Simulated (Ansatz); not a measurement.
Run this with Ansatz 0.2.0 through its Python package and show what comes out.

Input file `y2h2c.yaml`:
```yaml
crystal:
  lattice:
    - [3.6556, 0.0, 0.0]
    - [-1.8278, 3.165842, 0.0]
    - [0.0, 0.0, 5.9973]
  atoms:
    - { symbol: "Y", position: [0.333333, 0.666667, 0.2265] }
    - { symbol: "Y", position: [0.666667, 0.333333, 0.7735] }
    - { symbol: H, position: [0.333333, 0.666667, 0.607] }
    - { symbol: H, position: [0.666667, 0.333333, 0.393] }
    - { symbol: C, position: [0.0, 0.0, 0.0] }
kpoints:
  mp_grid: { grid: [7, 7, 4] }
hamiltonian:
  xc: pbesol
scf:
  occupations: { method: cold, width: 0.1 }
  mixing: { algorithm: msr1, beta: 0.1 }
output:
  forces: true
```

Script `yaml_run.py`:
```python
# -*- coding: utf-8 -*-
import ansatz as az
import numpy as np
import yaml

with open("y2h2c.yaml") as handle:
    tree = yaml.safe_load(handle)
print("sections:", list(tree))
result = az.Session.from_dict(tree).plan(threads=1).execute()
summary = result.report

print(f"free energy      {summary['free_energy_ev']:.5f} eV")
print(f"per atom         {summary['free_energy_ev'] / len(result.lattice.sites):.5f} eV")
print(f"SCF iterations   {summary['n_iterations']}  (converged: {summary['converged']})")

forces = np.array(summary["forces_ev_ang"])
norms = np.linalg.norm(forces, axis=1)
print("largest force {:.4f} eV/A on atom {}".format(norms.max(), norms.argmax()))
print(np.array2string(forces, precision=4, suppress_small=True))
```

```console
$ python yaml_run.py
sections: ['crystal', 'kpoints', 'hamiltonian', 'scf', 'output']
DeckWarning: the atoms were moved onto the symmetric positions of the space group found under crystal.symmetry.tolerance 1.0e-5 (fractional; no operation is sought that the atoms, as they stand in a round, miss by more than twice it, and no atom is moved by as much as it), and the run uses the moved positions. Before [...]
DeckWarning: basis.ecutwfc = 420 eV, auto-derived from the records' recommended cutoffs: set by Y (normal level)
free energy      -7871.01733 eV
per atom         -1574.20347 eV
SCF iterations   8  (converged: True)
largest force 0.2352 eV/A on atom 0
[[-0.      0.     -0.2352]
 [-0.     -0.      0.2352]
 [ 0.      0.      0.0972]
 [ 0.     -0.     -0.0972]
 [-0.      0.      0.    ]]
```
(Warnings from the package without file and line, shortened, repeats left out.)

Notes:
- These settings explore the input space; cutoff and mesh may be short of convergence.
- The run is spin-unpolarised.
- The mesh is modest for a metal, so energies can be off by several to tens of meV an atom and pressures by half a GPa or more; differences at equal mesh fare better.
- The starting cell is as deposited in a crystallographic database; the results hold for this polymorph, which needn't be the stable one.
- Finished in 1.2 s on 1 thread of Intel(R) Xeon(R) 6975P-C (Granite Rapids), with other jobs on the host, peak memory 0.42 GiB.

(A comment or docstring line of the script was reworded after the run, the code is as it ran; lines on the test bed's own set-up are left out of the output.)
